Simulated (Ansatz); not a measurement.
**CHGeSi (quartet): wave-function methods side by side at a displaced geometry (v1), cc-pVDZ**

An exercise on one series of results from a longer session: the logs are not shown, and one member is left open.

Computed with Ansatz 0.2.0, Gaussian basis. Level: cc-pVDZ, core rule «outside noble gas», up to 20 orbitals frozen.

The runs, in order: UHF; CCSD(T) on ROHF; CCSD(T) on UHF; BCCD(T) on ROHF; CISD as a restricted active space (open shells left free, so some higher excitations enter); CCSDT(Q) on ROHF; CCSDT(Q) on UHF.

22 further runs of the same task are left out: 7 that didn't finish, 15 set aside as unsound or not needed. Runs told in other sessions of the task aren't counted.

### The geometry

The geometry is a PBE0/def2-TZVP stationary point (not a proven minimum) with its atoms shifted at random (size 0.040 Å). No spin-orbit coupling is included. The filled d shell of Ge may be among the frozen orbitals whatever the setting's name suggests.

4 atoms, charge 0, spin multiplicity 4.

Atoms are counted from 1 here; the program's logs count them from 0.

Bond lengths: C1–Si2 1.751 Å, Si2–Ge3 2.296 Å, Si2–H4 1.705 Å, Ge3–H4 1.770 Å. Angles: C1–Si2–Ge3 160.0°, C1–Si2–H4 110.3°, Ge3–Si2–H4 49.9°, Si2–Ge3–H4 47.4°, Si2–H4–Ge3 82.7°.

Set-up of the first run:

Contents of in.yaml:

```yaml
crystal:
  periodic: [false, false, false]
  atoms:
    - {symbol: C, position_ang: [-0.029400, 0.177876, 2.989098]}
    - {symbol: Si, position_ang: [-0.030233, -0.224853, 1.284794]}
    - {symbol: Ge, position_ang: [0.017731, 0.040946, -0.995738]}
    - {symbol: H, position_ang: [-0.085046, 1.194863, 0.342463]}
basis:
  gaussian: {orbitals: cc-pVDZ}
magnetization: {spin_polarized: true, initial_magnetization: 3}
hamiltonian: {xc: hf}
output: {orbitals: {seedname: orbitals}}
```

Started as:

```console
> ansatz run in.yaml --threads 1 --pin off --events-out ev --progress --plain --max-ram 2393MiB
```

Steps of the session up to this table: UHF; CCSD(T) on ROHF; CCSD(T) on UHF; BCCD(T) on ROHF; CISD as a restricted active space (open shells left free, so some higher excitations enter); CCSDT(Q) on ROHF; CCSDT(Q) on UHF.

One of the session's tables, all rows but one given; the rest of the session is left out.

| method | from UCCSDT(Q) (kcal/mol) |
| --- | --- |
| UHF | +178.29 |
| RMP2 | +39.27 |
| UMP2 | +46.35 |
| CISD | +39.52 |
| RCCSD | +13.71 |
| UCCSD | ? |
| RCCSD(T) | +2.87 |
| UCCSD(T) | +3.33 |
| BCCD(T) | +2.93 |
| UCCSDT | +1.02 |
| UCCSDT(Q) | 0 |

Estimate the missing values for UCCSD.

The run gave: from UCCSDT(Q) (kcal/mol): +12.18. In the column «from UCCSDT(Q) (kcal/mol)» it lies between UCCSD(T) (+3.33) and RCCSD (+13.71).

Not comparable, so not listed: CCSDT(Q) on ROHF (they don't share determinant, frozen orbitals or solution with the rows shown, or repeat one).

Limits of these values: The determinant of HF (⟨S²⟩ 4.32) is far from a pure spin state, so its energy mixes those of several spin states; that is harmless only where they are near-degenerate. The determinant of CCSD(T) (⟨S²⟩ 4.32) is far from a pure spin state, so its energy mixes those of several spin states; high orders of coupled cluster remove much of that, low ones don't. The determinant of CCSDT(Q) (⟨S²⟩ 4.32) is far from a pure spin state, so its energy mixes those of several spin states; high orders of coupled cluster remove much of that, low ones don't. Left out of the table: ROHF (another determinant or state than the rows shown). Warnings: spin contamination; coupled cluster took another determinant than the lowest; large T1 diagnostic. Restricted and unrestricted rows rest on different reference determinants; a gap between their highest levels can come from leftover correlation error, from unlike frozen cores or from another state.
